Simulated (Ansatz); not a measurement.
Predict the output of the script below (Ansatz 0.2.0, Python API).

The script, `geh3n_relaxed_scan.py`:
```python
# -*- coding: utf-8 -*-
import ansatz
import numpy as np

GEOMETRY = """
N    -0.28160   -0.65840    0.36650
Ge    0.85460    0.77160   -0.01650
H     0.21510   -1.46590    0.50630
H    -0.80080   -0.77290   -0.52360
H     0.06270    2.05190   -0.37400
"""

geometry = ansatz.Crystal.molecule()
for line in GEOMETRY.strip().splitlines():
    symbol, *xyz = line.split()
    geometry = geometry.atom(symbol, [float(v) for v in xyz])

calculation = geometry.calculation()
calculation = calculation.basis(gaussian="def2-SVP")
calculation = calculation.functional("hf")
symbols = [site.symbol for site in geometry.cartesian_sites]
pairs = [(0, 1), (0, 2), (0, 3), (1, 4)]
print("held (A)   E (eV)        ", "  ".join(f"{symbols[i]}{i}-{symbols[j]}{j}" for i, j in pairs))
for length in [0.95, 1.04, 1.12, 1.24, 1.4]:
    r = calculation.relax(constraints=[ansatz.DistanceConstraint((0, 3), at=length)], force_tolerance=0.02, max_steps=60).run(threads=1, backend="cpu").report
    xyz = np.array(r["positions_ang"])
    print(f"{length:6.2f} {r['free_energy_ev']:14.5f}  ", "  ".join(f"{np.linalg.norm(xyz[i] - xyz[j]):.3f}" for i, j in pairs))
```

Output of `python geh3n_relaxed_scan.py`:
```text
held (A)   E (eV)         N0-Ge1  N0-H2  N0-H3  Ge1-H4
DeckWarning: relax.constraints: the input's atoms, or those drawn, lie off the distances that are held; a relaxation that starts there is brought onto them ahead of its first SCF, by positions alone, [...]
  0.95   -57994.04748   1.804  1.001  0.950  1.587
  1.04   -57994.08898   1.803  1.002  1.040  1.587
  1.12   -57993.84259   1.803  1.002  1.120  1.586
  1.24   -57993.21001   1.801  1.002  1.240  1.585
  1.40   -57992.17459   1.799  1.003  1.400  1.582
```
(Warnings from the package without file and line, shortened, repeats left out.)

Total energies depend on the basis set; only differences at equal settings carry meaning. The energies are electronic: no zero-point or thermal terms, and the basis set is short of its limit. Wall time of the script: 29 s on 1 thread of Intel(R) Xeon(R) 6975P-C (Granite Rapids), on a shared host, peak memory 0.19 GiB.

(A comment or docstring line of the script was reworded after the run, the code is as it ran; lines on the test bed's own set-up are left out of the output.)
